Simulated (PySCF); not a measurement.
# H12O6Rh ([Rh(H2O)6]3+): the cost of one run

Programs: PySCF 2.14.0, with routines of our own; each step states its level. All values are computed. Atoms count from 0.

### Step 1. The system as given

19 atoms, charge 3, multiplicity 1; geometry from: GFN2-xTB.

### Step 2. Geometry optimisation at PBE0-D3(BJ)/def2-SVP

Job settings and geometry (Å):

```
{"job": {"xc": "PBE0", "basis": "def2-SVP", "d3": "d3bj", "grid": 1, "maxiter": 30, "shake": 0.03, "kind": "geom"}, "charge": 3, "multiplicity": 1}
Rh     0.042580    -0.082750     0.022140
O     -0.072060     0.088050     2.032970
H     -0.260930     0.978750     2.392730
H      0.743310    -0.318250     2.552140
O     -0.151670    -0.196840    -2.061170
H      0.017450    -1.030980    -2.436480
H      0.146430     0.504130    -2.660970
O      2.081210    -0.012290     0.047560
H      2.497070     0.646820     0.660730
H      2.549700    -0.160630    -0.716230
O     -2.076940     0.049140     0.023730
H     -2.533290    -0.253730     0.789340
H     -2.588090    -0.216740    -0.836260
O     -0.176730     2.043230     0.052280
H     -1.045060     2.357770    -0.024510
H      0.435780     2.640760    -0.500610
O      0.077980    -2.014710     0.010250
H     -0.659700    -2.544530     0.463400
H      0.910190    -2.483760     0.273550
```

Launch:

```
$ OMP_NUM_THREADS=1 python heavy_run.py task.json out
```

This one command runs all jobs of the session in turn.

Q: Estimate the wall time and peak memory of this first job on 1 thread of Intel Xeon 6975P-C, shared host.

About 4.8 min, with a peak of 0.76 GiB.
